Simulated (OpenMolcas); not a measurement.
**CISD/ANO-R0 (sfX2C) run of InClF2 (SMILES [F][In]([F])[Cl])**

Aim: the energy difference between two shapes of InClF2 at CISD/ANO-R0 (sfX2C), from 2 runs. 

The calculation is run with OpenMolcas 26.06.

4 further runs of the same task are left out: 1 that didn't finish, 3 set aside as unsound or not needed.

### Step 1. The system as given

InClF2: 4 atoms, total charge 0, spin state singlet. SMILES: `[F][In]([F])[Cl]`. The shape is that of a PBE0-D4/def2-TZVP optimisation.

Bond lengths: F1–In2 1.923 Å, In2–F3 1.923 Å, In2–Cl4 2.277 Å. Angles: F1–In2–F3 114.8°, F1–In2–Cl4 122.6°, F3–In2–Cl4 122.6°.

### Step 2. A single-point energy at CISD/ANO-R0 (sfX2C)

Input file run.inp:

```
&GATEWAY
BasisSet
F.ANO-R0....
F1 0.588200 0.614600 1.749600 angstrom
F3 0.831500 -1.720700 -0.482100 angstrom
End of Basis
BasisSet
In.ANO-R0....
In2 0.046700 -0.040500 0.025100 angstrom
End of Basis
BasisSet
Cl.ANO-R0....
Cl4 -1.410900 1.086300 -1.312800 angstrom
End of Basis
Finite
RX2C
&SEWARD
&SCF
PrOrbitals=1 1
&MOTRA
Frozen=25
&GUGA
Electrons=34
Spin=1
Inactive=17
Active=0
CIAll=1
&CPF
SDCI
```

The run is started by

```
$ export MOLCAS_MEM=1860
$ pymolcas run.inp > run.log
```

Standard output (excerpt; [...] marks lines left out):

```text
--- Start Module: gateway ---
[...]
--- Stop Module: gateway /rc=_RC_ALL_IS_WELL_ ---
[...]
      Basis functions           46
[...]
       Convergence after  12 Iterations
[...]
::    Total SCF energy                              -6538.0359148383
[...]
      Total spin, S                                     0.0000000000
[...]
      *** WARNING: Default frozen orbitals is overwritten by user input.
      *** Default values:  25
[...]
--- Start Module: guga ---
[...]
--- Stop Module: guga /rc=_RC_ALL_IS_WELL_ ---
--- Start Module: cpf ---
[...]
      Active orbitals                            0       0
[...]
      Spin quantum number                      0.0
[...]
     FINAL CI ENERGY         -6538.14512902
     FINAL CORRELATION ENERGY   -0.10921418  REFERENCE ENERGY   -6538.03591484
[...]
     REL. CI ENERGY          -6538.14512902
[...]
      Total electronic charge=   84.000000
      Total            charge=    0.000000
[...]
      Dipole Moment (debye):
      Origin of the operator (angstrom)=   -0.0905    0.0656   -0.1008
                   X=  9.9651E-01               Y= -7.7050E-01               Z=  9.1467E-01           Total=  1.5567E+00
      Quadrupole Moment (debye*angstrom):
[...]
--- Stop Module: cpf /rc=_RC_ALL_IS_WELL_ ---
[...]
```

Wall time 9.3 s (1 thread of Arm Neoverse N1, shared host); peak memory 0.41 GiB.

### Step 3. The distorted shape at the same level

Input file run.inp:

```
* ClF2In CISD
&gateway
basisset
F.ANO-R0....
F1 0.604671 0.651881 1.744299 angstrom
F3 0.837341 -1.733320 -0.485632 angstrom
End of Basis
basisset
In.ANO-R0....
In2 0.027652 -0.039467 0.035301 angstrom
End of Basis
basisset
Cl.ANO-R0....
Cl4 -1.410554 1.091602 -1.293374 angstrom
End of Basis
finite
rx2c
&seward
&scf
prorbitals=1 1
&motra
frozen=25
&guga
electrons=34
spin=1
inactive=17
active=0
ciall=1
&cpf
sdci
```

The run is started by

```
$ export MOLCAS_MEM=1860
$ pymolcas run.inp > run.log
```

Standard output (excerpt; [...] marks lines left out):

```text
--- Start Module: gateway ---
[...]
--- Stop Module: gateway /rc=_RC_ALL_IS_WELL_ ---
[...]
      Basis functions           46
[...]
       Convergence after  13 Iterations
[...]
::    Total SCF energy                              -6538.0360017023
[...]
      Total spin, S                                     0.0000000000
[...]
      *** WARNING: Default frozen orbitals is overwritten by user input.
      *** Default values:  25
[...]
--- Start Module: guga ---
[...]
--- Stop Module: guga /rc=_RC_ALL_IS_WELL_ ---
--- Start Module: cpf ---
[...]
      Active orbitals                            0       0
[...]
      Spin quantum number                      0.0
[...]
     FINAL CI ENERGY         -6538.14643763
     FINAL CORRELATION ENERGY   -0.11043592  REFERENCE ENERGY   -6538.03600170
[...]
     REL. CI ENERGY          -6538.14643763
[...]
      Total electronic charge=   84.000000
      Total            charge=    0.000000
[...]
      Dipole Moment (debye):
      Origin of the operator (angstrom)=   -0.0998    0.0697   -0.0919
                   X=  9.1298E-01               Y= -7.7298E-01               Z=  9.0472E-01           Total=  1.4999E+00
      Quadrupole Moment (debye*angstrom):
[...]
--- Stop Module: cpf /rc=_RC_ALL_IS_WELL_ ---
[...]
```

It took 9.6 s on 1 thread of Arm Neoverse N1, shared host; peak memory 0.41 GiB.

### Step 4. Outcome

Level: CISD/ANO-R0 (sfX2C), 25 core orbitals frozen.

```
                                                     quantity           value
                                    first shape: total energy  -6538.14513 Eh
              first shape: dipole moment (mean-field density)          0.81 D
             first shape: HOMO energy (Hartree–Fock orbitals)       -10.87 eV
             first shape: LUMO energy (Hartree–Fock orbitals)         1.61 eV
           first shape: HOMO–LUMO gap (Hartree–Fock orbitals)        12.48 eV
    first shape: correlation energy (25 core orbitals frozen)      -109.2 mEh
                                distorted shape: total energy  -6538.14644 Eh
          distorted shape: dipole moment (mean-field density)          0.75 D
         distorted shape: HOMO energy (Hartree–Fock orbitals)       -10.84 eV
         distorted shape: LUMO energy (Hartree–Fock orbitals)         1.57 eV
       distorted shape: HOMO–LUMO gap (Hartree–Fock orbitals)        12.41 eV
distorted shape: correlation energy (25 core orbitals frozen)      -110.4 mEh
                       energy change with the atoms displaced       -0.036 eV
```

In words: With the atoms displaced the energy falls by 0.04 eV (3.4 kJ/mol). The first shape isn't relaxed at this level, so the change isn't measured from a minimum. The minimal basis adds a large error of its own. Mulliken charges (first shape) of the mean-field density run from -0.35 on F1 to +1.04 on In2.
